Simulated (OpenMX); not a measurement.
Runs of OpenMX 3.8.5 on TiSn. The structure is tetragonal, space group I4/mmm (No. 139). Conventional cell: a = 3.881 Å, b = 3.881 Å, c = 5.601 Å, α = 90.00°, β = 90.00°, γ = 90.00°. Ti (site symmetry 4/mmm) has 6 Sn at 2.74 to 2.80 Å as nearest neighbours. Around Sn (site symmetry 4/mmm) lie 6 Ti at 2.74 to 2.80 Å. The cell was built by a generator and needn't be a form met in nature.

```tsv
cell	gap on the mesh (eV)	pressure (GPa)
I4/mmm, 21.1 Å³/atom	none	(b)
I4/mmm, 23.76 Å³/atom	none	(a)
I4/mmm, 22.85 Å³/atom	none	-1.8
Fm-3m, 21.96 Å³/atom	none	0.9
I4/mmm, 20.24 Å³/atom	none	7.6
```

Alike in all rows: task single point; level PBE; potentials or basis OpenMX 2013 PBE set, Ti7.0-s3p2d2, Sn7.0-s3p2d2, grid cutoff 500 Ry; no spin polarisation; k mesh 7 × 7 × 7; smearing fermi-dirac 0.05 eV.

Q: Estimate the missing entries.

A: (a) -3.9; (b) 3.6.

Caveats: the basis has few d functions beyond the semicore shells, which can make volumes several per cent too large; the basis of atomic orbitals isn't converged, which shifts pressures, moduli and gaps.

A k mesh can miss the band edges, and the runs leave out spin-orbit coupling on Sn.

A gap of «none» marks a metal or a gap under the smearing width.
